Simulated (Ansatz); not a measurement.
# Nd2CdC2: the cost of one run

Computed with Ansatz 0.2.0 (DFT PBE, scalar-relativistic, plane waves, PAW; 4f electrons in the core of a trivalent norm-conserving potential, unless a step names another level, unless a step's input says otherwise).

9 further runs of the same task are left out: 7 that didn't finish, 2 set aside as unsound or not needed. Runs told in other sessions of the task aren't counted.

## 1. The system as given

It takes space group P4/mbm (No. 127, tetragonal). The conventional cell has a = 7.232 Å, b = 7.232 Å, c = 3.548 Å, α = 90.00°, β = 90.00°, γ = 90.00°. Nd (site symmetry m2m) is surrounded by 6 C at 2.73 to 3.04 Å. Cd (site symmetry 4/m) has 4 C at 3.17 Å and 8 Nd at 3.17 Å and 2 Cd at 3.55 Å in its first shell of neighbours. C (site symmetry m2m) is surrounded by 1 C at 1.37 Å.

Structure file:

```cif
data_structure
_symmetry_space_group_name_H-M 'P 1'
_symmetry_Int_Tables_number 1
_cell_length_a 7.2324
_cell_length_b 7.2324
_cell_length_c 3.5478
_cell_angle_alpha 90.000
_cell_angle_beta 90.000
_cell_angle_gamma 90.000
_cell_volume 185.58
loop_
_atom_site_label
_atom_site_type_symbol
_atom_site_fract_x
_atom_site_fract_y
_atom_site_fract_z
_atom_site_occupancy
Nd1 Nd 0.80892 0.30892 0.50000 1
Nd2 Nd 0.69108 0.80892 0.50000 1
Nd3 Nd 0.19108 0.69108 0.50000 1
Nd4 Nd 0.30892 0.19108 0.50000 1
Cd1 Cd 0.50000 0.50000 0.00000 1
Cd2 Cd 0.00000 0.00000 0.00000 1
C1 C 0.43298 0.93298 0.00000 1
C2 C 0.93298 0.56702 0.00000 1
C3 C 0.06702 0.43298 0.00000 1
C4 C 0.56702 0.06702 0.00000 1
```

It came out lowest among 18 distinct ends of the trial cells. At a tolerance of 0.05 Å it has space group P4/mbm (No. 127).

## 2. A stricter relaxation, on the response runs' mesh and smearing

input.yaml

```yaml
crystal:
  lattice:
    - [7.2324153323, 0.0, 0.0]
    - [0.0, 7.2324153323, 0.0]
    - [0.0, 0.0, 3.5478415436]
  atoms:
    - { symbol: Nd, position: [0.8089194106, 0.3089194106, 0.5] }
    - { symbol: Nd, position: [0.6910805894, 0.8089194106, 0.5] }
    - { symbol: Nd, position: [0.1910805894, 0.6910805894, 0.5] }
    - { symbol: Nd, position: [0.3089194106, 0.1910805894, 0.5] }
    - { symbol: Cd, position: [0.5, 0.5, 0.0] }
    - { symbol: Cd, position: [0.0, 0.0, 0.0] }
    - { symbol: C, position: [0.4329804465, 0.9329804465, 0.0] }
    - { symbol: C, position: [0.9329804465, 0.5670195535, 0.0] }
    - { symbol: C, position: [0.0670195535, 0.4329804465, 0.0] }
    - { symbol: C, position: [0.5670195535, 0.0670195535, 0.0] }
basis:
  ecutwfc: 660
kpoints:
  mp_grid: { grid: [4, 4, 10] }
hamiltonian:
  xc: pbe
  pseudopotentials:
    kind: paw
    azcp: { Nd: "pseudopotentials/pbe/nc/lanthanide_3plus/Nd.nc.azcp" }
scf:
  occupations: { method: gaussian, width: 0.1 }
output:
  forces: true
  stress: true
  eigenvalues: true
relax:
  adjacent_minimum: "off"
  f_tol: 0.001
  max_steps: 60
  cell: { stress_tol: 0.01 }
```

The run is started by

```
> ansatz run input.yaml --threads 3 --pin off --max-ram 8448MiB --backend cpu --events-out ev --progress --plain --runs-dir out
```

**Question.** How long does this run take on 3 threads of Arm Neoverse V2, shared host, and how much memory does it need?

About 77 s, with a peak of 1 GiB.
